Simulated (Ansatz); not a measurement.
This was printed by a script on the Ansatz DFT code, driven from Python, for a ladder of methods at one geometry of CH3BClFO, SMILES OC(F)BCl. What did the script look like? Level of theory (for the species named): revPBE, cc-pVDZ basis, multiplicity 1. The script varies functional: revpbe, pbe, lc_wpbe, lda.

```yaml
atoms:
  - { symbol: O, position_ang: [0.2881, 0.1121, 1.5296] }
  - { symbol: C, position_ang: [0.5726, -0.0868, 0.1784] }
  - { symbol: F, position_ang: [1.3402, -1.2091, 0.0967] }
  - { symbol: B, position_ang: [-0.6683, -0.3243, -0.6797] }
  - { symbol: Cl, position_ang: [-1.1500, 0.7531, -2.1197] }
  - { symbol: H, position_ang: [-0.0318, 1.1265, 1.5780] }
  - { symbol: H, position_ang: [1.1712, 0.7774, -0.2393] }
  - { symbol: H, position_ang: [-1.4299, -1.2060, -0.3999] }
```

```console
$ python run_methods.py
functional    E (Ha)        dipole (D)   HOMO (eV)  LUMO (eV)
revpbe        -699.876358     1.927      -6.240     -2.910
pbe           -699.581848     1.963      -6.274     -3.020
lc_wpbe       -699.762179     2.003     -10.786      0.211
lda           -696.718550     2.082      -6.362     -3.289
```

One script that gives this output:

`run_methods.py`:
```python
"""CH3BClFO at several levels of theory."""

from pathlib import Path

import ansatz as az
import numpy as np

SETTINGS = {
    "basis_set": "cc-pVDZ",
}

GEOMETRY = """
O     0.28810    0.11210    1.52960
C     0.57260   -0.08680    0.17840
F     1.34020   -1.20910    0.09670
B    -0.66830   -0.32430   -0.67970
Cl   -1.15000    0.75310   -2.11970
H    -0.03180    1.12650    1.57800
H     1.17120    0.77740   -0.23930
H    -1.42990   -1.20600   -0.39990
"""


def main() -> None:
    ch3bclfo = az.Crystal.molecule()
    for line in GEOMETRY.strip().splitlines():
        symbol, *xyz = line.split()
        ch3bclfo = ch3bclfo.atom(symbol, [float(v) for v in xyz])

    calc = ch3bclfo.calculation()
    calc = calc.basis(gaussian=SETTINGS["basis_set"])

    print("functional    E (Ha)        dipole (D)   HOMO (eV)  LUMO (eV)")
    for name in ["revpbe", "pbe", "lc_wpbe", "lda"]:
        summary = calc.functional(name).forces().orbitals().run(threads=1, runs_dir="runs").report
        lines = Path(summary["orbitals_path"]).read_text().splitlines()
        field_of = lambda key: [line.split("=")[1].strip() for line in lines if line.startswith(key)]
        orbitals = [(27.211386 * float(e), s, float(n)) for e, s, n in zip(field_of("Ene="), field_of("Spin="), field_of("Occup="))]
        homo = max(e for e, _, n in orbitals if n > 0.5)
        lumo = min(e for e, _, n in orbitals if n < 0.5)
        dipole = 4.803205 * np.linalg.norm(summary["charge_distribution"]["dipole_moment_e_ang"])
        print(f"{name:10s} {summary['free_energy_ev'] / 27.211386246:14.6f} {dipole:9.3f} {homo:11.3f} {lumo:10.3f}")


if __name__ == "__main__":
    main()
```

What to keep in mind:
- These settings explore the input space; basis and method may be short of convergence.
- The geometry is a force-field or estimated start, not a minimum of this method, and the basis set is short of its limit. A lower total doesn't mark the better method: functionals have no common bound, and MP2 and coupled cluster aren't variational.
- Levels such as HOMO and LUMO are orbital energies: with these approximate functionals they aren't the ionisation energy and electron affinity, and their gap isn't the fundamental gap.
- For Al to Cl the sets with a tight d function, cc-pV(X+d)Z, are usual.
- The whole script took 11 s on 1 thread of Arm Neoverse V1, with other jobs on the host, peak memory 0.22 GiB.
